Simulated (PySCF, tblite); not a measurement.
# C₇H₁₃PS: geometry, infrared bands and NMR shifts

Aim: predict the infrared bands and NMR shifts of C₇H₁₃PS (`CC#CP(=S)(CC)CC`).

Computed with tblite 0.8.0 and PySCF 2.14.0, with density-fitted response routines of our own, on a single molecule in the gas phase. Atoms count from 0, in the outputs and in this text.

## (1) The starting structure

22 atoms, charge 0, multiplicity 1; geometry from: force field or distance geometry start.

Bonds of the start (Å): C0–C1 1.47, C1–C2 1.18, C2–P3 1.79, P3–S4 1.75, P3–C5 1.78, C5–C6 1.49, P3–C7 1.80, C7–C8 1.51, C0–H9 1.10, C0–H10 1.10, C0–H11 1.12, C5–H12 1.12, C5–H13 1.12, C6–H14 1.09, C6–H15 1.10, C6–H16 1.13, C7–H17 1.10, C7–H18 1.12, C8–H19 1.10, C8–H20 1.11, C8–H21 1.10.

## (2) Optimising the geometry with GFN2-xTB

Job settings and geometry (Å):

```
{"job": {"kind": "relax", "xc": "GFN2-xTB", "basis": "xTB"}, "charge": 0, "multiplicity": 1}
C      3.666700    -0.964300     0.542300
C      2.230800    -0.631900     0.522900
C      1.076200    -0.390300     0.524700
P     -0.671900    -0.004100     0.522100
S     -1.273200    -0.492200     2.088500
C     -0.971300     1.738300     0.330300
C      0.101500     2.522700    -0.351800
C     -1.499700    -0.871700    -0.825100
C     -2.376400    -2.001700    -0.335000
H      4.184200    -0.286900    -0.153700
H      3.863500    -2.025800     0.310200
H      4.106400    -0.758500     1.553400
H     -1.939000     1.881700    -0.221600
H     -1.152500     2.230200     1.323100
H      1.111600     2.302000     0.005100
H     -0.010500     2.444800    -1.443000
H     -0.080500     3.611000    -0.101700
H     -2.029100    -0.130800    -1.448300
H     -0.684400    -1.346900    -1.432200
H     -3.258800    -1.570400     0.154900
H     -1.809000    -2.581100     0.428400
H     -2.594900    -2.654400    -1.196700
```

Launch:

```sh
OMP_NUM_THREADS=1 python probes_run.py task.json out
```

One launch serves the whole session: the jobs run in the order shown.

**Question.** This job is followed by: GFN2-xTB harmonic vibrations, gas phase; GIAO PBE0/pcSseg-1 NMR shielding, non-relativistic, gas phase. What will the session give for the following? strongest single infrared mode (GFN2-xTB); zero-point energy (GFN2-xTB); ¹³C shifts against TMS (PBE0/pcSseg-1, means over atoms taken as alike); ¹H shifts against TMS (PBE0/pcSseg-1, means over atoms taken as alike); ³¹P shifts against H3PO4 (PBE0/pcSseg-1); ³³S shifts against CS2 (PBE0/pcSseg-1).

**Answer**, as computed:

| quantity | value |
| --- | --- |
| strongest single infrared mode (GFN2-xTB) | 2306 cm⁻¹, 173 km/mol |
| zero-point energy (GFN2-xTB) | 112.0 kcal/mol |
| ¹³C shifts against TMS (PBE0/pcSseg-1, means over atoms taken as alike) | 113.6, 81.0, 35.1, 9.6, 5.8 ppm |
| ¹H shifts against TMS (PBE0/pcSseg-1, means over atoms taken as alike) | 2.17, 1.86, 1.64, 1.30 ppm |
| ³¹P shifts against H3PO4 (PBE0/pcSseg-1) | 18.5 ppm |
| ³³S shifts against CS2 (PBE0/pcSseg-1) | -212 ppm |

What this shows: Relaxing lowered the energy by 1.757 eV in 199 steps; the close pair that moved most is P3–S4, from 1.747 to 1.940 Å. The lowest mode is slightly imaginary (4i cm⁻¹), a soft motion within the noise of the Hessian, so the minimum is not strictly shown. The strongest single mode, at 2306 cm⁻¹, moves mainly C1 and C2. Unscaled tight-binding wavenumbers are off by several per cent, some by more. Its intensities can rank the bands wrongly. At PBE0/pcSseg-1: The widest tensor belongs to C2: span 267 ppm, with a paramagnetic part of -169 ppm.
